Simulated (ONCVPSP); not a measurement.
**Co: an ONCV potential and its near relatives**

One potential is built and tested. Then a few of its settings are changed, to learn what that costs or gains.

Program: ONCVPSP 4.0.1. Reference atom: revPBE, scalar-relativistic, spherical and spin-unpolarised. All values are calculated.

## (1) The atom and the settings

Typed settings, in words:

- element: cobalt (Co, Z = 27)
- type: optimised norm-conserving Vanderbilt (ONCV)
- frozen core: [Ne]
- valence charge: 17
- reference configuration: 3s2 3p6 3d7 4s0.5 (charge +1.5)
- partial waves: 3s+4s: rc 1.30 bohr, ncon 4, nbas 8, qcut 11.7 1/bohr, 2 projectors; 3p: rc 0.95 bohr, ncon 3, nbas 8, qcut 16.6 1/bohr, 1 projector; 3d: rc 1.40 bohr, ncon 4, nbas 8, qcut 11.1 1/bohr, 2 projectors, debl 2.2 Ha
- local potential: polynomial inside 0.80 bohr (lpopt 5, dvloc0 2 Ha)
- core correction: Teter function, fcfact 6.7, rcfact 1.7

## (2) The first potential

Co.dat

```
# ATOM AND REFERENCE CONFIGURATION
# atsym  z   nc   nv     iexc    psfile
  Co 27.00    3    4  -102130      upf
#
#   n    l    f
    1    0    2.00
    2    0    2.00
    2    1    6.00
    3    0    2.00
    3    1    6.00
    3    2    7.00
    4    0    0.50
#
# PSEUDOPOTENTIAL AND OPTIMIZATION
# lmax
    2
#
#   l,   rc,      ep,       ncon, nbas, qcut
    0    1.30    0.00    4    8   11.70
    1    0.95    0.00    3    8   16.60
    2    1.40    0.00    4    8   11.10
#
# LOCAL POTENTIAL
# lloc, lpopt,  rc(5),   dvloc0
    4    5    0.80    2.00
#
# VANDERBILT-KLEINMAN-BYLANDER PROJECTORs
# l, nproj, debl
    0    2    1.10
    1    1    2.00
    2    2    2.20
#
# MODEL CORE CHARGE
# icmod, fcfact, rcfact
    3    6.70    1.70
#
# LOG DERIVATIVE ANALYSIS
# epsh1, epsh2, depsh
   -6.00    5.00    0.04
#
# OUTPUT GRID
# rlmax, drl
    6.00    0.01
#
# TEST CONFIGURATIONS
# ncnf
    4
# nvcnf
#   n    l    f
    4
    3    0    2.00
    3    1    6.00
    3    2    7.00
    4    0    2.00
#
    4
    3    0    2.00
    3    1    6.00
    3    2    7.00
    4    0    1.00
#
    4
    3    0    2.00
    3    1    6.00
    3    2    7.00
    4    0    0.00
#
    4
    3    0    2.00
    3    1    6.00
    3    2    7.50
    4    0    1.50
#
```

Command:

```
oncvpsp.x < Co.dat > Co.out
```

Output in Co.out (without the consistency checks and plot data):

```text
ONCVPSP  (Optimized Norm-Conservinng Vanderbilt PSeudopotential)
scalar-relativistic version 4.0.1

#   n    l    f        energy (Ha)
    1    0    2.00    -2.7957389E+02
    2    0    2.00    -3.3538293E+01
    2    1    6.00    -2.8789322E+01
    3    0    2.00    -4.2697332E+00
    3    1    6.00    -2.9172926E+00
    3    2    7.00    -7.9932726E-01
    4    0    0.50    -6.0920274E-01

Reference configufation results
  iterations    24
  all-electron total energy (Ha)   -1.39269241D+03

Begin loop to  construct optimized pseudo wave functions
and semi-local pseudopoentials for all angular momenta

Calculating optimized projector #   1

 for l=   0

    Fraction of norm inside rc  0.948159
    Optimizing pswf for qcut=  11.69 a_B^-1,  ecut=  68.31 Ha
    Residual kinetic energy error=  2.55D-08 Ha

    Energy error per electron        Cutoff
         Ha          eV             Ha
         0.01000     0.27211       28.56
         0.00100     0.02721       39.00
         0.00010     0.00272       47.15
         0.00001     0.00027       54.00

Calculating optimized projector #   2

 for l=   0

    Fraction of norm inside rc  0.056466
    Optimizing pswf for qcut=  11.69 a_B^-1,  ecut=  68.31 Ha
    Residual kinetic energy error=  1.86D-08 Ha

    Energy error per electron        Cutoff
         Ha          eV             Ha
         0.01000     0.27211       19.03
         0.00100     0.02721       34.37
         0.00010     0.00272       44.72
         0.00001     0.00027       52.86

Calculating optimized projector #   1

 for l=   1

    Fraction of norm inside rc  0.703111
    Optimizing pswf for qcut=  16.58 a_B^-1,  ecut= 137.41 Ha
    Residual kinetic energy error=  1.95D-08 Ha

    Energy error per electron        Cutoff
         Ha          eV             Ha
         0.01000     0.27211       29.90
         0.00100     0.02721       72.87
         0.00010     0.00272       92.38
         0.00001     0.00027      106.85

   Wellstate for l =  2  n =  5
     eigenvalue =   1.4007
     asymptotic potential =   1.9007
     half-point radius =  3.4433

Calculating optimized projector #   1

 for l=   2

    Fraction of norm inside rc  0.790614
    Optimizing pswf for qcut=  11.09 a_B^-1,  ecut=  61.47 Ha
    Residual kinetic energy error=  6.42D-06 Ha

    Energy error per electron        Cutoff
         Ha          eV             Ha
         0.01000     0.27211       42.03
         0.00100     0.02721       49.55
         0.00010     0.00272       55.38
         0.00001     0.00027       60.18

Calculating optimized projector #   2

 for l=   2

    Fraction of norm inside rc  0.063068
    Optimizing pswf for qcut=  11.09 a_B^-1,  ecut=  61.47 Ha
    Residual kinetic energy error=  1.49D-05 Ha

    Energy error per electron        Cutoff
         Ha          eV             Ha
         0.01000     0.27211       39.59
         0.00100     0.02721       49.08
         0.00010     0.00272       56.24
         0.00001     0.00027       65.27

Construct Vanderbilt / Kleinmman-Bylander projectors

B matrix Hermiticity error, ll=   0
   1   2    4.2871E-04

  Orthonormal projector coefficients  1.6866E+01  2.5423E+00

B matrix Hermiticity error, ll=   2
   1   2   -1.8221E-04

  Orthonormal projector coefficients -5.9846E+00 -2.5644E+00

Model core correction analysis
  based on d2Exc/dn_idn_j

d2excae - all-electron derivatives

   -4.336470D-02   -4.011456D-02   -2.942818D-02   -2.775086D-03
   -4.011481D-02   -3.844972D-02   -2.916560D-02   -3.495696D-03
   -2.942862D-02   -2.916584D-02   -2.757296D-02   -1.042492D-02
   -2.773657D-03   -3.493139D-03   -1.043092D-02   -4.847956D-02

d2excps - pseudofunction derivatives with no core correction

   -4.993788D-02   -4.120109D-02   -3.035392D-02   -3.611396D-03
   -4.120259D-02   -3.944790D-02   -3.119828D-02   -3.692467D-03
   -3.035438D-02   -3.119844D-02   -2.874152D-02   -1.028367D-02
   -3.610294D-03   -3.689919D-03   -1.028967D-02   -4.854850D-02

rms 2nd derivative error    1.927290E-03

rmatch, rhocmatch    0.3991   46.0522

Teter function model core charge with specified parameters

d2excps - pseudofunction derivatives with core correction

   -3.400315D-02   -3.319023D-02   -2.706052D-02   -2.204068D-03
   -3.319020D-02   -3.333387D-02   -2.827262D-02   -2.997499D-03
   -2.706055D-02   -2.827266D-02   -2.728618D-02   -9.987255D-03
   -2.202591D-03   -2.994917D-03   -9.993248D-03   -4.842531D-02

rms 2nd derivative error    3.742766E-03

Pseudoatom total energy -143.445899

Diagnostic tests using Vanderbilt-Kleinman-Bylander pseudopotentials
  1 or more projectors used as specified by nproj input data

   l    rcore       rmatch      e in        delta e   norm test  slope test

   0   1.3044825   1.3440894  -4.2697332   0.0000058   1.0001983   1.0001844
   0   1.3044825   1.3440894  -0.6092027   0.0000075   1.0000457   1.0000368

   1   0.9500474   0.9788929  -2.9172926  -0.0000510   0.9999916   1.0000331

   2   1.4015675   1.4441222  -0.7993273  -0.0000040   1.0001070   1.0001183
   2   1.4015675   1.4441222   1.4006727   0.0000360   1.0002269   1.0002269

 Testing for bound ghosts
   n   l    E NL Schr. Eq   E Basis Diag.   E Cutoff

   1   0       -4.269727       -4.269726    155.23
   2   0       -0.609195       -0.506748    155.23

   2   1       -2.917344       -2.916039    246.27

   3   2       -0.799331       -0.797577    175.48

 Testing for highly-localized positive-energy ghosts
       l    <radius>/rc     E Basis Diag.   E Cutoff

Test configuration 0

   n   l     f        eae           eps        diff
   1   0  2.0000 -279.57388849
   2   0  2.0000  -33.53829287
   2   1  6.0000  -28.78932159
   3   0  2.0000   -4.26973325   -4.26972748    5.77D-06
   3   1  6.0000   -2.91729262   -2.91734357   -5.10D-05
   3   2  7.0000   -0.79932726   -0.79933130   -4.04D-06
   4   0  0.5000   -0.60920274   -0.60919521    7.53D-06

    Total energies and differences
      AE_ref= -1.39269241D+03  AE_tst= -1.39269241D+03  dif=  0.00D+00
      PS_ref= -1.43445899D+02  PS_tst= -1.43445899D+02  dif= -8.53D-14
      PSP excitation error=  8.53D-14

Test configuration 1

   n   l     f        eae           eps        diff
   1   0  2.0000 -279.06513156
   2   0  2.0000  -33.04181630
   2   1  6.0000  -28.29183305
   3   0  2.0000   -3.76510766   -3.76465149    4.56D-04
   3   1  6.0000   -2.41187753   -2.41188230   -4.77D-06
   3   2  7.0000   -0.29936402   -0.29884204    5.22D-04
   4   0  2.0000   -0.19855744   -0.19865540   -9.80D-05

    Total energies and differences
      AE_ref= -1.39269241D+03  AE_tst= -1.39328867D+03  dif= -5.96D-01
      PS_ref= -1.43445899D+02  PS_tst= -1.44042311D+02  dif= -5.96D-01
      PSP excitation error=  1.52D-04

Test configuration 2

   n   l     f        eae           eps        diff
   1   0  2.0000 -279.39017280
   2   0  2.0000  -33.35961347
   2   1  6.0000  -28.61022895
   3   0  2.0000   -4.08806796   -4.08784397    2.24D-04
   3   1  6.0000   -2.73541525   -2.73542475   -9.50D-06
   3   2  7.0000   -0.62001424   -0.61979963    2.15D-04
   4   0  1.0000   -0.46408719   -0.46413625   -4.91D-05

    Total energies and differences
      AE_ref= -1.39269241D+03  AE_tst= -1.39296037D+03  dif= -2.68D-01
      PS_ref= -1.43445899D+02  PS_tst= -1.43713891D+02  dif= -2.68D-01
      PSP excitation error=  3.73D-05

Test configuration 3

   n   l     f        eae           eps        diff
   1   0  2.0000 -279.77092572
   2   0  2.0000  -33.72955457
   2   1  6.0000  -28.98105359
   3   0  2.0000   -4.46387052   -4.46417581   -3.05D-04
   3   1  6.0000   -3.11147971   -3.11162310   -1.43D-04
   3   2  7.0000   -0.99019186   -0.99046719   -2.75D-04

    Total energies and differences
      AE_ref= -1.39269241D+03  AE_tst= -1.39234960D+03  dif=  3.43D-01
      PS_ref= -1.43445899D+02  PS_tst= -1.43103069D+02  dif=  3.43D-01
      PSP excitation error= -1.26D-05

Test configuration 4

   n   l     f        eae           eps        diff
   1   0  2.0000 -278.97007642
   2   0  2.0000  -32.93487324
   2   1  6.0000  -28.18600888
   3   0  2.0000   -3.66931149   -3.66915855    1.53D-04
   3   1  6.0000   -2.31890128   -2.31889138    9.90D-06
   3   2  7.5000   -0.21973079   -0.21982346   -9.27D-05
   4   0  1.5000   -0.17682807   -0.17678892    3.92D-05

    Total energies and differences
      AE_ref= -1.39269241D+03  AE_tst= -1.39332419D+03  dif= -6.32D-01
      PS_ref= -1.43445899D+02  PS_tst= -1.44077711D+02  dif= -6.32D-01
      PSP excitation error=  3.75D-05
```

It took 2.9 s on 1 thread, shared host.

Partial waves on a coarse radial grid (AE all-electron, PS pseudo):

```csv
r (bohr),3d AE,3d PS,3p AE,3p PS
0.070,0.0357,0.0046,-0.4220,0.0297
0.140,0.1679,0.0348,-0.6219,0.1171
0.210,0.3502,0.1086,-0.4159,0.2564
0.280,0.5326,0.2319,-0.0236,0.4355
0.350,0.6879,0.3960,0.3831,0.6346
0.420,0.8066,0.5813,0.7204,0.8289
0.490,0.8890,0.7623,0.9620,0.9939
0.560,0.9386,0.9148,1.1106,1.1121
0.630,0.9610,1.0214,1.1807,1.1756
0.700,0.9624,1.0752,1.1912,1.1877
0.770,0.9484,1.0798,1.1597,1.1585
0.840,0.9237,1.0458,1.1005,1.1003
0.910,0.8919,0.9880,1.0250,1.0250
0.980,0.8555,0.9204,0.9411,0.9411
1.050,0.8166,0.8537,0.8547,0.8547
1.120,0.7765,0.7937,0.7694,0.7694
1.190,0.7361,0.7421,0.6878,0.6879
1.260,0.6963,0.6975,0.6115,0.6115
1.330,0.6574,0.6574,0.5410,0.5410
1.400,0.6197,0.6197,0.4768,0.4769
1.470,0.5836,0.5835,0.4189,0.4189
1.540,0.5490,0.5489,0.3670,0.3670
1.610,0.5160,0.5159,0.3207,0.3207
1.680,0.4846,0.4846,0.2797,0.2797
1.750,0.4549,0.4549,0.2435,0.2435
1.820,0.4268,0.4268,0.2116,0.2116
```

Densities times 4π (e/bohr³); a dash where the program caps the true core:

```csv
r (bohr),pseudo valence,true core,model core
0.070,10.42,–,298.3
0.210,20.6,–,227.3
0.350,38.7,99.8,129.9
0.490,50.75,10.59,53.81
0.630,46.31,1.035,15
0.770,31.86,0.09884,2.384
0.910,18.34,0.009481,0.1259
1.050,9.825,0.0009168,0.001995
1.190,5.307,8.975e-05,0.004598
1.330,2.993,8.939e-06,7.704e-05
1.470,1.756,9.034e-07,0.0002872
1.610,1.069,1e-07,7.167e-05
1.750,0.6758,0,1.284e-05
```

## (3) Transferability, from the output's test configurations

The tests as a table, with energies relative to 3s2 3p6 3d7 4s0.5.

```csv
valence configuration,charge,ΔE all-electron (eV),error AE − PS (meV)
3s2 3p6 3d7 4s2,0,-16.225,+4.1
3s2 3p6 3d7 4s1,+1,-7.291,+1.0
3s2 3p6 3d7 4s0,+2,9.329,-0.3
3s2 3p6 3d7.5 4s1.5,0,-17.191,+1.0
```

## (4) Scattering by logarithmic derivatives

Taken from the files of the generation run. The phase is arctan(r·R′/R) of the radial function R, unwrapped, with energies in Ha. A pole is an energy at which the radial function vanishes at the test radius. The pseudo phase is shifted by a multiple of π to meet the all-electron one at the reference energy. Levels narrower than the energy grid can be missing from the poles. The last column is the largest difference on the grid between −0.5 and +0.5 Ha.

| channel | radius (bohr) | reference (Ha) | poles AE | poles PS | window around the reference with phases within 0.05 rad (Ha) | largest difference near zero (rad) |
| --- | --- | --- | --- | --- | --- | --- |
| s | 1.32 | -0.61 | -3.67 | -3.67 | the whole range | 0.000 |
| p | 0.96 | -2.92 | 0.64 | 0.59 | the whole range | 0.003 |
| d | 1.42 | -0.80 | -0.09 | -0.09 | the whole range | 0.000 |

Phases (rad) along the scan:

```csv
E (Ha),p AE,p PS,s AE,s PS
-5.96,0.448,0.443,0.979,0.979
-5.40,0.145,0.140,0.635,0.635
-4.84,-0.232,-0.236,-0.498,-0.498
-4.28,-0.599,-0.601,-1.313,-1.313
-3.72,-0.882,-0.883,-1.558,-1.558
-3.16,-1.081,-1.081,-1.677,-1.677
-2.60,-1.219,-1.219,-1.758,-1.758
-2.04,-1.318,-1.319,-1.830,-1.830
-1.48,-1.393,-1.394,-1.904,-1.904
-0.92,-1.452,-1.454,-1.994,-1.994
-0.36,-1.501,-1.503,-2.116,-2.116
0.20,-1.542,-1.544,-2.300,-2.300
0.76,-1.578,-1.581,-2.600,-2.600
1.32,-1.611,-1.616,-3.067,-3.068
1.88,-1.642,-1.648,-3.586,-3.587
2.44,-1.672,-1.679,-3.960,-3.961
3.00,-1.702,-1.712,-4.185,-4.186
3.56,-1.733,-1.745,-4.324,-4.326
4.12,-1.766,-1.782,-4.417,-4.418
4.68,-1.801,-1.823,-4.482,-4.484
```

## (5) Convergence and ghost test

Read off the output, the cutoffs (Ha) at which the residual kinetic energy of the hardest occupied pseudo-wave falls to 1 and 0.1 mHa per electron: 73 Ha and 92 Ha.

The program's own ghost test: no bound ghost flagged; no localised positive-energy state flagged.

Cutoff (Ha) at which the first wave of each channel reaches a given error (Ha per electron):

```csv
error,s,p,d
1.0e-02,28.6,29.9,42.0
3.2e-03,34.2,59.5,46.1
1.0e-03,39.0,72.9,49.6
3.2e-04,43.4,82.9,52.4
1.0e-04,47.2,92.4,55.4
3.2e-05,50.9,99.8,57.8
1.0e-05,54.0,106.8,60.2
```

(Part 1 of 2 ends here.)
